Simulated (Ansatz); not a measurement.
What does this script print? It uses Ansatz's Python interface.

`restart_mnf2.py`
```python
# -*- coding: utf-8 -*-
"""Two stages for MnF2: converge the density, then read it back for bands."""

import argparse

import ansatz as az
from ase import Atoms

ECUT = 260
MESH = (5, 5, 7)
FILLING = "methfessel_paxton"

atoms = Atoms(
    ["Mn", "Mn", "F", "F", "F", "F"],
    scaled_positions=[
        (0.0, 0.0, 0.0),
        (0.5, 0.5, 0.5),
        (0.3053, 0.3053, 0.0),
        (0.1947, 0.8053, 0.5),
        (0.6947, 0.6947, 0.0),
        (0.8053, 0.1947, 0.5),
    ],
    cell=[
        (4.8738, 0.0, 0.0),
        (0.0, 4.8738, 0.0),
        (0.0, 0.0, 3.3107),
    ],
    pbc=True,
)
atoms.set_initial_magnetic_moments([4, -4, 0.0, 0.0, 0.0, 0.0])
crystal = az.Crystal.from_ase(atoms)

parser = argparse.ArgumentParser()
parser.add_argument("stage", choices=["scf", "bands"])
stage = parser.parse_args().stage
job = (
    crystal.calculation()
    .functional(exchange="pbesol", correlation="pbesol")
    .basis(ECUT, xc_grid=1)
    .kpoints(*MESH)
    .occupations(FILLING)
    .spin("collinear")
    .initial_density(normalization="cell")
    .scf(self_checks="low")
)
if stage == "scf":
    rep = job.checkpoint(write="ground.run").run(threads=1, backend="cpu").report
    print(f"F = {rep['free_energy_ev']:.5f} eV after {rep['n_iterations']} iterations, saved")
else:
    points = {"G": (0.0, 0.0, 0.0), "X": (0.0, 0.5, 0.0), "M": (0.5, 0.5, 0.0), "Z": (0.0, 0.0, 0.5)}
    done = job.checkpoint(read="ground.run", post_process_only=True).band_structure(list(points.values()), intervals=1).run(threads=1, backend="cpu")
    bands = done.band_structure()
    for label, levels in zip(points, bands.channels[0].eigenvalues_ev - bands.fermi_energy_ev):
        print(f"{label:3s}", " ".join(f"{e:7.3f}" for e in levels if abs(e) < 6))
```

```console
$ python restart_mnf2.py scf
DeckWarning: basis.ecutwfc = 260 eV is below the records' recommended 420 eV, and the density's cutoff is lower with it unless basis.ecutrho_ratio is high enough to keep the records' density cutoff: compare with a run at a higher cutoff
DeckWarning: basis.ecutrho_ratio 4 (ecutrho = 1040 eV, dense FFT grid 27×27×18): the grid does not resolve the core-correction charge of F (measure 0.09 e/Å^2.5); warned from 0.08. The energy and [...]
F = -10930.94948 eV after 11 iterations, saved
```
(Warnings from the package without file and line, shortened.)

```console
$ python restart_mnf2.py bands
DeckWarning: basis.ecutwfc = 260 eV is below the records' recommended 420 eV, and the density's cutoff is lower with it unless basis.ecutrho_ratio is high enough to keep the records' density cutoff: compare with a run at a higher cutoff
DeckWarning: basis.ecutrho_ratio 4 (ecutrho = 1040 eV, dense FFT grid 27×27×18): the grid does not resolve the core-correction charge of F (measure 0.09 e/Å^2.5); warned from 0.08. The energy and [...]
G    -5.580  -5.086  -5.071  -4.784  -2.721  -2.499  -2.347  -1.480  -1.151   1.086   1.528   1.986   1.996   2.898   2.948
X    -5.171  -5.151  -2.666  -2.461  -2.289  -1.216  -1.110   1.530   1.931   1.977   2.727   2.902   3.181   3.744
M    -5.892  -5.644  -5.559  -5.534  -5.378  -2.656  -2.437  -2.168  -1.596  -1.122   1.649   2.035   2.054   2.225   2.975   4.986   5.255   5.520   5.809
Z    -5.855  -5.761  -5.641  -5.532  -2.496  -2.492  -2.174  -1.633  -1.346   1.757   1.854   1.921   2.563   2.730   5.425
```
(Warnings from the package without file and line, shortened.)

Notes:
- These settings explore the input space; cutoff and mesh may be short of convergence.
- The cutoff lies under the one recommended for these potentials.
- The magnetic order follows from the starting moments and needn't be the lowest.
- The bands listed are those of the first spin channel.
- Without a Hubbard U or exact exchange, semilocal functionals often make such 3d compounds metallic or too weakly gapped.
- The structure is a deposited one; some such entries were measured under pressure or heat, so a shift against it needn't be the functional's error alone.
- Levels are Kohn-Sham eigenvalues on this mesh.
- The whole script took 16 s on 1 thread of Arm Neoverse V1 (shared host), peak memory 0.46 GiB.

(A comment or docstring line of the script was reworded after the run, the code is as it ran; lines on the test bed's own set-up are left out of the output.)
